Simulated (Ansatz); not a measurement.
# C2H7NOSi: the cost of one run

All numbers below are computed with Ansatz 0.2.0 (RKS PBE0-D4/6-31G*).

## (1) The system as given

Bond lengths: C1–O2 1.411 Å, O2–C3 1.429 Å, C3–N4 1.401 Å, C3–Si5 1.892 Å, N4–Si5 1.621 Å, C1–H6 1.023 Å, C1–H7 1.101 Å, C1–H8 1.126 Å, C3–H9 1.100 Å, N4–H10 1.059 Å, Si5–H11 1.448 Å, Si5–H12 1.486 Å. Angles (14 of 22 angles, heavy atoms first): C1–O2–C3 110.5°, O2–C3–N4 118.3°, O2–C3–Si5 118.0°, N4–C3–Si5 56.6°, C3–N4–Si5 77.2°, C3–Si5–N4 46.2°, O2–C1–H6 114.5°, O2–C1–H7 108.4°, O2–C1–H8 104.5°, O2–C3–H9 116.9°, N4–C3–H9 120.4°, Si5–C3–H9 112.1°, C3–N4–H10 105.5°, Si5–N4–H10 110.8°.

Structure file:

```xyz
12

C    -1.2670   -0.2658    1.5443
O    -0.2429    0.4668    0.9073
C     0.4342   -0.3489   -0.0509
N     0.1394   -0.1637   -1.4075
Si    1.6116    0.4992   -1.2650
H    -0.9388   -1.0670    2.0900
H    -2.0179   -0.5440    0.7884
H    -1.7683    0.4803    2.2226
H     0.8295   -1.3107    0.3064
H    -0.6087    0.5856   -1.4357
H     2.4875   -0.3232   -2.0736
H     1.4182    1.9363   -1.5921
```

## (2) End point A

input.yaml reads:

```yaml
crystal:
  periodic: [false, false, false]
  atoms:
    - { symbol: C, position_ang: [-1.267, -0.2658, 1.5443] }
    - { symbol: O, position_ang: [-0.2429, 0.4668, 0.9073] }
    - { symbol: C, position_ang: [0.4342, -0.3489, -0.0509] }
    - { symbol: "N", position_ang: [0.1394, -0.1637, -1.4075] }
    - { symbol: Si, position_ang: [1.6116, 0.4992, -1.265] }
    - { symbol: H, position_ang: [-0.9388, -1.067, 2.09] }
    - { symbol: H, position_ang: [-2.0179, -0.544, 0.7884] }
    - { symbol: H, position_ang: [-1.7683, 0.4803, 2.2226] }
    - { symbol: H, position_ang: [0.8295, -1.3107, 0.3064] }
    - { symbol: H, position_ang: [-0.6087, 0.5856, -1.4357] }
    - { symbol: H, position_ang: [2.4875, -0.3232, -2.0736] }
    - { symbol: H, position_ang: [1.4182, 1.9363, -1.5921] }
basis:
  gaussian: { orbitals: "6-31G*" }
hamiltonian:
  xc: pbe0
  dispersion: d4
relax:
  f_tol: 0.02
  max_steps: 50
```

The run is started by

```console
> ansatz run input.yaml --threads 2 --pin off --max-ram 3072MiB --backend cpu --events-out ev --progress --plain --runs-dir out
```

**Question.** How long does this run take on 2 threads of Arm Neoverse V2, shared host, and how much memory does it need?

About 26 s, with a peak of 0.2 GiB.
